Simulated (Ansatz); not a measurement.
Geometry optimisation, DFT PBE-D3(BJ), scalar-relativistic, plane waves, PAW (Ansatz).

Input:

```yaml
crystal:
  lattice:
    - [5.6991, 0.0, 0.0]
    - [-2.84955, 4.935565, 0.0]
    - [0.0, 0.0, 15.197315]
  atoms:
    - { symbol: W, position: [0.0, 0.0, 0.0658011] }
    - { symbol: C, position: [0.33333334, 0.16666668, 0.15786374] }
    - { symbol: W, position: [0.0, 0.0, 0.24992639] }
    - { symbol: C, position: [0.33333334, 0.16666668, 0.34198903] }
    - { symbol: W, position: [2.0e-08, 0.50000004, 0.0658011] }
    - { symbol: C, position: [0.33333336, 0.66666672, 0.15786374] }
    - { symbol: W, position: [2.0e-08, 0.50000004, 0.24992639] }
    - { symbol: C, position: [0.33333336, 0.66666672, 0.34198903] }
    - { symbol: W, position: [0.5, 0.0, 0.0658011] }
    - { symbol: C, position: [0.83333334, 0.16666668, 0.15786374] }
    - { symbol: W, position: [0.5, 0.0, 0.24992639] }
    - { symbol: C, position: [0.83333334, 0.16666668, 0.34198903] }
    - { symbol: W, position: [0.50000002, 0.50000004, 0.0658011] }
    - { symbol: C, position: [0.83333336, 0.66666672, 0.15786374] }
    - { symbol: W, position: [0.50000002, 0.50000004, 0.24992639] }
    - { symbol: C, position: [0.83333336, 0.66666672, 0.34198903] }
    - { symbol: F, position: [0.58333334, 0.16666668, 0.38673378] }
    - { symbol: F, position: [1.0, 0.0, 0.39660394] }
basis:
  ecutwfc: 420.0
kpoints:
  mp_grid: { grid: [3, 3, 1] }
hamiltonian:
  xc: pbe
  dispersion: d3bj
  pseudopotentials: { kind: paw, azcp: { folder: soft_1 } }
scf:
  occupations: { method: gaussian, width: 0.15 }
  lower_state_search: "off"
relax:
  f_tol: 0.03
  max_steps: 60
  adjacent_minimum: "off"
  constraints: [{ sites: [0, 4, 8, 12] }]
```

Run as:

```bash
$ ansatz run input.yaml --threads 2 --pin off --max-ram 5120MiB --backend cpu --events-out ev --progress --plain --runs-dir out
```

Question: Where does it end, and by what steps?

Answer: It converged. Limits of this set-up: coarse k mesh, thin slab, slab without dipole correction. After 21 steps the energy has fallen by 6.844 eV; F18 moved furthest, 1.74 Å. Parted: W3–F18. Joined: C16–F18.

```
step  energy less start (eV)  largest force component (eV/Å)  accepted
   0                  0.0000                           4.329       yes
   1                 -2.3520                           3.198       yes
   2                 -3.7326                           1.422       yes
   3                 -4.0406                           0.699       yes
   4                 -4.0945                           0.331       yes
   5                 -4.0646                           0.655        no
   6                 -4.1203                           0.065       yes
   7                 -4.1235                           0.127       yes
   8                 -4.1495                           0.401       yes
   9                 -4.2572                           1.038       yes
  10                 -4.6548                           2.253       yes
  11                 -5.3643                           2.671       yes
  12                 -5.7421                           4.074       yes
  13                 -6.1874                           1.587       yes
  14                 -6.4757                           1.131       yes
  15                 -6.6752                           0.858       yes
  16                 -6.7688                           0.513       yes
  17                 -6.8183                           0.460       yes
  18                 -6.8336                           0.293       yes
  19                 -6.8407                           0.142       yes
  20                 -6.8386                           0.197        no
  21                 -6.8438                           0.026       yes
```

```xyz
18
Lattice="5.6991 0.0000 0.0000 -2.8495 4.9356 0.0000 0.0000 0.0000 15.1973" Properties=species:S:1:pos:R:3
W 0.000 0.000 1.000
C 1.425 0.815 2.331
W 0.000 -0.012 3.893
C 1.414 0.856 5.029
W -1.425 2.468 1.000
C 0.000 3.290 2.313
W -1.426 2.465 3.861
C 0.000 3.241 4.992
W 2.850 0.000 1.000
C 4.274 0.815 2.331
W 2.850 -0.019 3.843
C 4.285 0.856 5.029
W 1.425 2.468 1.000
C 2.850 3.292 2.355
W 1.426 2.465 3.861
C 2.850 3.280 5.174
F 2.850 0.497 6.347
F 5.699 -1.676 6.499
```

Run time: 3.3 min on 2 threads of Arm Neoverse V1, on a shared host, peak memory 0.78 GiB.
